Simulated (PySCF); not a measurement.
# C6H12O2: the cost of one run

Computed with PySCF 2.14.0 and routines of our own; the level stands in each step. Atoms count from 0.

## (1) The starting structure

20 atoms, charge 0, multiplicity 1; geometry from: GFN2-xTB.

## (2) Magnetic properties: GIAO PBE/pcSseg-1

The job: settings as JSON, then the geometry in Å.

```
{"job": {"kind": "mag", "xc": "PBE", "basis": "pcSseg-1", "isotopologues": 2}, "charge": 0, "multiplicity": 1}
C     -2.547084    -0.168886    -0.856258
O     -1.196820    -0.540020    -0.756992
C     -0.661264    -0.429789     0.544558
C     -0.312759     1.031944     0.926928
O      1.053869     1.060563     1.267463
C      1.703961     0.013348     0.565575
C      2.063101     0.412262    -0.865605
C      0.696436    -1.144297     0.591211
H     -2.837351    -0.344129    -1.890368
H     -2.701190     0.887730    -0.609097
H     -3.172726    -0.779005    -0.192388
H     -1.371821    -0.864666     1.262637
H     -0.873958     1.396281     1.789926
H     -0.510919     1.686262     0.066443
H      2.614618    -0.207395     1.130897
H      2.594707     1.360705    -0.861347
H      1.160793     0.509641    -1.463580
H      2.698522    -0.348170    -1.311207
H      0.790269    -1.716515     1.512483
H      0.804469    -1.805187    -0.264615
```

Method: GIAO PBE/pcSseg-1 magnetisability, rotational g tensor and spin-rotation constants, non-relativistic, gas phase.

Command:

```console
> OMP_NUM_THREADS=1 python excited_run.py task.json out
```

The driver reads the jobs from task.json and runs them one after another.

**Question.** How long does this first job take on 1 thread of Intel Xeon 6975P-C, shared host, and how much memory does it need?

About 41 s, with a peak of 0.7 GiB.
